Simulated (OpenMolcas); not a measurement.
# CH7BGe (SMILES C[BH][GeH3]), step by step

We compute a single-point energy (HF/ANO-RCC-MB), then a single-point energy (CASSCF(2,2)/ANO-RCC-VDZP), then the energy along one coordinate (CASPT2(2,2)/ANO-RCC-VDZP), then the energy along one coordinate (SC-NEVPT2(2,2)/ANO-RCC-VDZP), then the energy along one coordinate (MC-PDFT[tPBE](2,2)/ANO-RCC-VDZP) of CH7BGe. 

The results are computed with OpenMolcas 26.06.

### Step 1. Starting point

CH7BGe has 10 atoms, charge 0, and is taken as a singlet. SMILES: `C[BH][GeH3]`. The coordinates come from a PBE0-D4/def2-TZVP relaxation.

Bond lengths: C1–B2 1.548 Å, B2–Ge3 2.066 Å, C1–H4 1.093 Å, C1–H5 1.106 Å, C1–H6 1.091 Å, B2–H7 1.200 Å, Ge3–H8 1.544 Å, Ge3–H9 1.542 Å, Ge3–H10 1.542 Å. Some angles: C1–B2–Ge3 123.5°, C1–B2–H7 119.3°, Ge3–B2–H7 117.1°, B2–C1–H4 114.7°, B2–C1–H5 102.9°, B2–C1–H6 116.2°, B2–Ge3–H8 109.4°, B2–Ge3–H9 113.8°, B2–Ge3–H10 112.1°, H4–C1–H5 105.3°.

### Step 2. The energy at HF/ANO-RCC-MB (DKH2) (run 1)

input.xyz

```xyz
10

C     -1.211300     0.848000    -0.579700
B     -0.013900    -0.123000    -0.719700
Ge     1.111300    -0.784600     0.881600
H     -1.972600     0.748500    -1.357000
H     -0.747300     1.837300    -0.749600
H     -1.677100     0.898700     0.405800
H      0.326000    -0.481700    -1.813000
H      0.918400    -2.307400     1.048300
H      0.729200    -0.128900     2.224000
H      2.620500    -0.558300     0.662100
```

step1.inp

```
&GATEWAY
  COORD
  input.xyz
  BASIS
  ANO-RCC-MB
  GROUP
  NoSym

&SEWARD

&SCF
  PRORBITALS
  0

&LOCALISATION
  OCCUPIED
  FREEZE
  PIPEK-MEZEY

&LOCALISATION
  FILEORB
  $Project.LocOrb
  VIRTUAL
  PIPEK-MEZEY
```

Started as:

```sh
$ export MOLCAS_MEM=1860
$ pymolcas step1.inp > step1.log
```

What it wrote:

```text
--- Start Module: gateway ---
[...]
--- Stop Module: gateway /rc=_RC_ALL_IS_WELL_ ---
[...]
      Basis functions           35
[...]
       Convergence after   9 Iterations
[...]
::    Total SCF energy                              -2163.5216502903
[...]
      Total spin, S                                     0.0000000000
[...]
      Total electronic charge=   50.000000
      Total            charge=   -0.000000
[...]
      Dipole Moment (debye):
      Origin of the operator (angstrom)=    0.6507   -0.4728    0.4877
                   X= -6.6397E-01               Y=  7.1206E-01               Z= -4.2461E-01           Total=  1.0622E+00
      Quadrupole Moment (debye*angstrom):
[...]
--- Start Module: localisation ---
[...]
--- Stop Module: localisation /rc=_RC_ALL_IS_WELL_ ---
--- Start Module: localisation ---
[...]
--- Stop Module: localisation /rc=_RC_ALL_IS_WELL_ ---
[...]
```

Wall time 6.6 s (1 thread of Intel Xeon 6975P-C (Granite Rapids), shared host); peak memory 0.41 GiB.

### Step 3. The energy at CASSCF(2,2)/ANO-RCC-VDZP (DKH2, RICD fitting) (run 2)

input.xyz is that of step 2.

step2.input

```
&GATEWAY
 Coord=input.xyz
 Basis=ANO-RCC-MB
 Group=NoSym

&SEWARD

&RASSCF
 FileOrb=$CurrDir/step1.LocOrb
 Alter=2
 1 20 25
 1 26 33
 Spin=1
 Nactel=2 0 0
 Inactive=24
 Ras2=2
 OrbListing=Nothing
>>> COPY $Project.RunFile RUNFIL1
>>> COPY $Project.RasOrb INPORB

&GATEWAY
 Coord=input.xyz
 Basis=ANO-RCC-VDZP
 Group=NoSym
 RICD

&SEWARD
>>> COPY $Project.RunFile RUNFIL2

&EXPBAS

&RASSCF
 FileOrb=$Project.ExpOrb
 Spin=1
 Nactel=2 0 0
 Inactive=24
 Ras2=2
 OrbListing=Nothing
 OrbAppear=Compact
```

Started as:

```sh
$ export MOLCAS_MEM=1860
$ pymolcas step2.input > step2.log
```

What it wrote:

```text
--- Start Module: gateway ---
[...]
--- Stop Module: gateway /rc=_RC_ALL_IS_WELL_ ---
[...]
      Basis functions           35
[...]
      Number of active orbitals                  2
[...]
      Spin quantum number                      0.0
[...]
      Active orbitals                            2
[...]
      Number of CSFs                             3
[...]
      Number of root(s) required                 1
[...]
      Convergence after  9 iterations
[...]
      printout of CI-coefficients larger than  0.05 for root  1
      energy=   -2163.535817
      conf/sym  11     Coeff  Weight
             1  20   0.99555 0.99112
             3  02  -0.09424 0.00888
      Natural orbitals and occupation numbers for root  1
      sym 1:   1.982237   0.017763
      ************************************************************************************************************************
      *                                                    Final results                                                     *
[...]
::    RASSCF root number  1 Total energy:  -2163.53581741
[...]
      Basis functions           90
[...]
--- Start Module: expbas ---
[...]
--- Stop Module: expbas /rc=_RC_ALL_IS_WELL_ ---
--- Start Module: rasscf ---
[...]
      Convergence after 12 iterations
[...]
      Natural orbitals and occupation numbers for root  1
      sym 1:   1.982846   0.017154
      ************************************************************************************************************************
      *                                                    Final results                                                     *
[...]
::    RASSCF root number  1 Total energy:  -2163.68229336
[...]
      Total electronic charge=   50.000000
      Total            charge=   -0.000000
[...]
      Dipole Moment (debye):
      Origin of the operator (angstrom)=    0.6507   -0.4728    0.4877
                   X= -9.6788E-01               Y=  8.0227E-01               Z= -8.0783E-01           Total=  1.4943E+00
      Quadrupole Moment (debye*angstrom):
[...]
--- Stop Module: rasscf /rc=_RC_ALL_IS_WELL_ ---
[...]
```

Wall time 16 s (1 thread of Intel Xeon 6975P-C (Granite Rapids), shared host); peak memory 0.41 GiB.

### Step 4. An energy scan at CASPT2(2,2)/ANO-RCC-VDZP (DKH2, RICD fitting, ipea shift 0.25 Eh, pt2 variant SS) (run 3)

step3.inp

```
>>> EXPORT MOLCAS_PRINT=2
>>> COPY $CurrDir/step2.RasOrb $Project.RasOrb
>>> ForEach K in (1, 2, 3, 4, 5, 6, 7, 8, 9)

&GATEWAY
 Coord=$CurrDir/point$K.xyz
 Basis=ANO-RCC-VDZP
 Group=NoSym
 RICD

&SEWARD

&RASSCF
 FileOrb=$Project.RasOrb
 Spin=1
 Nactel=2 0 0
 Inactive=24
 Ras2=2
 OrbListing=Nothing
 OrbAppear=Compact

&CASPT2
 Imaginary=0.2
 Frozen=11
>>> EndDo
```

Started as:

```sh
$ export MOLCAS_MEM=1860
$ pymolcas step3.inp > step3.log
```

What it wrote:

```text
[...]
      Basis functions           90
[...]
      Number of active orbitals                  2
[...]
      Spin quantum number                      0.0
[...]
      Active orbitals                            2
[...]
      Number of CSFs                             3
[...]
      Number of root(s) required                 1
[...]
      Convergence after 11 iterations
[...]
      Natural orbitals and occupation numbers for root  1
      sym 1:   1.988082   0.011918
      ************************************************************************************************************************
      *                                                    Final results                                                     *
[...]
::    RASSCF root number  1 Total energy:  -2163.67125613
[...]
::    CASPT2 Root  1     Total energy:  -2164.18020984
[...]
      Convergence after 10 iterations
[...]
      Natural orbitals and occupation numbers for root  1
      sym 1:   1.982821   0.017179
      ************************************************************************************************************************
      *                                                    Final results                                                     *
[...]
      Convergence after 11 iterations
[...]
      Natural orbitals and occupation numbers for root  1
      sym 1:   1.852856   0.147144
      ************************************************************************************************************************
      *                                                    Final results                                                     *
[...]
      Convergence after 10 iterations
[...]
      Natural orbitals and occupation numbers for root  1
      sym 1:   1.715232   0.284768
      ************************************************************************************************************************
      *                                                    Final results                                                     *
[...]
      Convergence after 10 iterations
[...]
      Natural orbitals and occupation numbers for root  1
      sym 1:   1.481049   0.518951
      ************************************************************************************************************************
      *                                                    Final results                                                     *
[...]
::    RASSCF root number  1 Total energy:  -2163.53254900
[...]
::    CASPT2 Root  1     Total energy:  -2164.02958525
[...]
      Convergence after  9 iterations
[...]
::    RASSCF root number  1 Total energy:  -2163.52270368
[...]
::    CASPT2 Root  1     Total energy:  -2164.01801537
[...]
```

It took 98 s on 1 thread of Intel Xeon 6975P-C (Granite Rapids), shared host; peak memory 0.24 GiB.

The scan, from its lowest point:

```csv
H4–C1 (Å),energy (kJ/mol)
0.983,26.7
1.093,0.0
1.202,13.8
1.366,69.5
1.584,162.3
1.857,267.7
2.185,358.1
2.622,422.2
3.278,452.6
```

### Step 5. The energy along one coordinate at SC-NEVPT2(2,2)/ANO-RCC-VDZP (DKH2, RICD fitting, pt2 variant SC-NEVPT2) (run 4)

step4.inp

```
>>> EXPORT MOLCAS_PRINT=2
>>> COPY $CurrDir/step2.RasOrb $Project.RasOrb
>>> ForEach K in (1, 2, 3, 4, 5, 6, 7, 8, 9)

&GATEWAY
 Coord = $CurrDir/point$K.xyz
 Basis = ANO-RCC-VDZP
 Group = NoSym
 RICD

&SEWARD

&RASSCF
 FileOrb = $Project.RasOrb
 Spin = 1
 Nactel = 2 0 0
 Inactive = 24
 Ras2 = 2
 OrbListing = Nothing
 OrbAppear = Compact

&CASPT2
 SC-NEVPT2
 Frozen = 11
>>> EndDo
```

Started as:

```sh
$ export MOLCAS_MEM=1860
$ pymolcas step4.inp > step4.log
```

What it wrote:

```text
[...]
      Basis functions           90
[...]
      Number of active orbitals                  2
[...]
      Spin quantum number                      0.0
[...]
      Active orbitals                            2
[...]
      Number of CSFs                             3
[...]
      Number of root(s) required                 1
[...]
      Convergence after 11 iterations
[...]
      printout of CI-coefficients larger than  0.05 for root  1
      energy=   -2163.671256
      conf/sym  11     Coeff  Weight
             1  20   0.99702 0.99404
             3  02  -0.07720 0.00596
      Natural orbitals and occupation numbers for root  1
      sym 1:   1.988082   0.011918
      ************************************************************************************************************************
      *                                                    Final results                                                     *
[...]
::    RASSCF root number  1 Total energy:  -2163.67125613
[...]
      E2 (Variational):          -0.5056904650
[...]
::    SC-NEVPT2 Root  1     Total energy:  -2164.17691174
[...]
      Convergence after 10 iterations
[...]
      Natural orbitals and occupation numbers for root  1
      sym 1:   1.982821   0.017179
      ************************************************************************************************************************
      *                                                    Final results                                                     *
[...]
      Convergence after 11 iterations
[...]
      Natural orbitals and occupation numbers for root  1
      sym 1:   1.852856   0.147144
      ************************************************************************************************************************
      *                                                    Final results                                                     *
[...]
      Convergence after 10 iterations
[...]
      Natural orbitals and occupation numbers for root  1
      sym 1:   1.715232   0.284768
      ************************************************************************************************************************
      *                                                    Final results                                                     *
[...]
      Convergence after 10 iterations
[...]
::    RASSCF root number  1 Total energy:  -2163.53254900
[...]
::    SC-NEVPT2 Root  1     Total energy:  -2164.02689211
[...]
      Convergence after  9 iterations
[...]
::    RASSCF root number  1 Total energy:  -2163.52270368
[...]
      E2 (Variational):          -0.4928507108
[...]
      Reference weight:           0.87049
[...]
::    SC-NEVPT2 Root  1     Total energy:  -2164.01555439
[...]
```

Run time: 77 s. Hardware: 1 thread of Intel Xeon 6975P-C (Granite Rapids), shared host; peak memory 0.24 GiB.

The scan, from its lowest point:

```csv
H4–C1 (Å),energy (kJ/mol)
0.983,27.8
1.093,0.0
1.202,12.8
1.366,67.4
1.584,159.6
1.857,265.5
2.185,357.0
2.622,421.7
3.278,451.5
```

### Step 6. An energy scan at MC-PDFT[tPBE](2,2)/ANO-RCC-VDZP (DKH2, RICD fitting) (run 5)

step5.inp

```
>>> COPY $CurrDir/step2.RasOrb $Project.RasOrb
>>> ForEach K in (1, 2, 3, 4, 5, 6, 7, 8, 9)
&GATEWAY
Coord
$CurrDir/point$K.xyz
Basis
ANO-RCC-VDZP
Group
NoSym
RICD
&SEWARD
&RASSCF
FileOrb
$Project.RasOrb
Spin
1
Nactel
2 0 0
Inactive
24
Ras2
2
OrbListing
Nothing
OrbAppear
Compact
&MCPDFT
KSDFT
T:PBE
>>> EndDo
```

Started as:

```sh
$ export MOLCAS_MEM=1860
$ pymolcas step5.inp > step5.log
```

What it wrote:

```text
--- Start Module: gateway ---
[...]
      Basis functions           90
[...]
      Number of active orbitals                  2
[...]
      Spin quantum number                      0.0
[...]
      Active orbitals                            2
[...]
      Number of CSFs                             3
[...]
      Number of root(s) required                 1
[...]
      Convergence after 11 iterations
[...]
      printout of CI-coefficients larger than  0.05 for root  1
      energy=   -2163.671256
      conf/sym  11     Coeff  Weight
             1  20   0.99702 0.99404
             3  02  -0.07720 0.00596
      Natural orbitals and occupation numbers for root  1
      sym 1:   1.988082   0.011918
      ************************************************************************************************************************
      *                                                    Final results                                                     *
[...]
::    RASSCF root number  1 Total energy:  -2163.67125613
[...]
::    MCPDFT root number  1 Total energy:  -2165.47151120
[...]
      Convergence after 10 iterations
[...]
      Natural orbitals and occupation numbers for root  1
      sym 1:   1.982821   0.017179
      ************************************************************************************************************************
      *                                                    Final results                                                     *
[...]
      Convergence after 11 iterations
[...]
      Natural orbitals and occupation numbers for root  1
      sym 1:   1.852856   0.147144
      ************************************************************************************************************************
      *                                                    Final results                                                     *
[...]
      Convergence after 10 iterations
[...]
      Natural orbitals and occupation numbers for root  1
      sym 1:   1.715232   0.284768
      ************************************************************************************************************************
      *                                                    Final results                                                     *
[...]
      Convergence after 10 iterations
[...]
::    RASSCF root number  1 Total energy:  -2163.53254900
[...]
::    MCPDFT root number  1 Total energy:  -2165.31232362
[...]
      Convergence after  9 iterations
[...]
::    RASSCF root number  1 Total energy:  -2163.52270368
[...]
      Total electronic charge=   50.000000
      Total            charge=   -0.000000
[...]
::    MCPDFT root number  1 Total energy:  -2165.29979759
[...]
```

Run time: 86 s. Hardware: 1 thread of Intel Xeon 6975P-C (Granite Rapids), shared host; peak memory 0.24 GiB.

The scan, from its lowest point:

```csv
H4–C1 (Å),energy (kJ/mol)
0.983,26.8
1.093,0.0
1.202,13.3
1.366,68.7
1.584,162.4
1.857,272.2
2.185,371.2
2.622,444.8
3.278,477.7
```

### Step 7. Summary of results

```
                                                         quantity           value
                               run 1, HF/ANO-RCC-MB: total energy  -2163.52165 Eh
                              run 1, HF/ANO-RCC-MB: dipole moment          1.06 D
                                run 1, HF/ANO-RCC-MB: HOMO energy       -11.73 eV
                                run 1, HF/ANO-RCC-MB: LUMO energy         1.88 eV
                              run 1, HF/ANO-RCC-MB: HOMO–LUMO gap        13.61 eV
                    run 2, CASSCF(2,2)/ANO-RCC-VDZP: total energy  -2163.68229 Eh
  run 2, CASSCF(2,2)/ANO-RCC-VDZP: dipole moment (CASSCF density)          1.49 D
       run 3, CASPT2(2,2)/ANO-RCC-VDZP: lowest energy of the scan  -2164.19039 Eh
    run 4, SC-NEVPT2(2,2)/ANO-RCC-VDZP: lowest energy of the scan  -2164.18751 Eh
run 5, MC-PDFT[tPBE](2,2)/ANO-RCC-VDZP: lowest energy of the scan  -2165.48173 Eh
```

What this shows: Mulliken charges (run 1, HF/ANO-RCC-MB) run from -0.64 on C1 to +0.17 on H5; they depend strongly on the basis. Mulliken charges (run 2, CASSCF(2,2)/ANO-RCC-VDZP) run from -0.25 on H9 to +0.86 on Ge3.
